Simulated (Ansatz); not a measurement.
Something may be wrong with this Ansatz 0.2.0 calculation of SiMo3.

input.yaml

```yaml
crystal:
  lattice:
    - [4.889, 0.0, 0.0]
    - [0.0, 4.889, 0.0]
    - [0.0, 0.0, 4.889]
  atoms:
    - { symbol: Mo, position: [0.0, 0.5, 0.25] }
    - { symbol: Mo, position: [0.0, 0.5, 0.75] }
    - { symbol: Mo, position: [0.5, 0.25, 0.0] }
    - { symbol: Mo, position: [0.75, 0.0, 0.5] }
    - { symbol: Mo, position: [0.5, 0.75, 0.0] }
    - { symbol: Mo, position: [0.25, 0.0, 0.5] }
    - { symbol: Si, position: [0.5, 0.5, 0.5] }
    - { symbol: Si, position: [0.0, 0.0, 0.0] }
hamiltonian:
  xc: lda
  pseudopotentials: { kind: paw }
kpoints:
  mp_grid: { grid: [6, 6, 6] }
scf:
  occupations: { method: fermi_dirac, width: 0.05 }
  max_iter: 2
output:
  forces: true
  stress: true
  eigenvalues: true
relax:
  f_tol: 0.01
  max_steps: 40
  cell: { stress_tol: 0.05 }
```

Potentials or basis: Ansatz PAW.

Launch:

```console
$ ansatz run input.yaml --threads 4 --pin off --max-ram 11264MiB --backend cpu --events-out ev --progress --plain --runs-dir out
```

Output:

```text
Warning: RAYON_NUM_THREADS=4 ignored (pool sized by the plan → 4); use --threads N
The last accepted step is kept in <dir> (removed where the run ends without a failure and the disk answers)
Engine: ansatz 0.2.0, aarch64-unknown-linux-gnu
Pseudopotentials: kind: paw
Pseudopotential: Mo, paw, valence charge 14, recommended cutoff 420 eV (normal), Mo.paw.azcp
[... 14 lines left out ...]
PAW frozen core: Si, regenerated for the run's functional, and the local potential with it (the file was generated under x = pbe(κ = 0.804, μ = 0.2195149727645171), c = pbe(β = 0.06672455060314922))
PAW one-centre angular grid: Mo, 590 points (default); XC on 64 Gauss nodes
PAW one-centre angular grid: Si, 110 points (default); XC on 64 Gauss nodes
Initial density: superposition of atomic densities (neutral atoms: chi_scale 0, normalization atom), corrected by the library's trained network
Initial wavefunctions: pseudopotential atomic-orbital guess
Functional: x = slater, c = lda
SCF iter   1: F=—  HF=-30277.291737 eV  |F-HF|=—  |Δ(HF+E_count)|=         —  Δρ=7.01e-3  dr2=2.34e-2  ethr=1.77e-3  ⟨swp⟩=4.9  Hψ=9357  notcnv=0
preconditioner: auto → Kerker (q_TF=auto, 2.622 Å⁻¹)  [metal: Δε(μ)=0.046 eV  Ē_g=5.268 eV  σ=0.050 eV  W_gap=0.22  n_scr=32 (ndim 8)  ℏωp=22.8 eV  f_vac=0.000  D(μ)=4.27/eV (n_scr^D=32)]
SCF iter   2: F=—  HF=-30277.286659 eV  |F-HF|=—  |Δ(HF+E_count)|=   5.08e-3  Δρ=3.80e-3  dr2=7.10e-3  ethr=2.54e-5  ⟨swp⟩=3.5  Hψ=5394  notcnv=0
Error: did not converge after 2 iterations: dr2 = 7.10e-3 (threshold 1.00e-7), under the density mixer `msr1`, which `scf.mixing.algorithm: auto` chose by the deck's other keys (type `scf.mixing.algorithm: msr1` to keep it); raise `scf.max_iter`, which need not help a stalled SCF, or adjust the mixing (`scf.mixing`) or, under a smearing, its width (`scf.occupations.width`, in either direction: another width is another result); this SCF holds its density and magnetisation to the symmetry operations that it keeps, and cannot end on a state that breaks one of them: if the state sought breaks one, re-run with `crystal.symmetry.detect: false`, without `crystal.symmetry.time_reversal: true`, on a non-collinear deck whose state breaks time reversal, with `crystal.symmetry.time_reversal: false` beside it (there exact exchange or a DFT+U term alone can polarise the run; a magnetic state wants starting moments), where the deck allows it (that run may end on another state, and need not converge either) — the other mixer that `auto` picks from is left to try (`scf.mixing.algorithm: broyden`); it can need more iterations, either can converge an SCF that the other leaves open, and the two can end on different states; the input reference at `scf.mixing.algorithm` says more, and from which start to try it
```

Question: What happened, and what is wrong with the input?

Answer: The run did not converge. The input holds a flaw that was put in on purpose: too few SCF iterations.
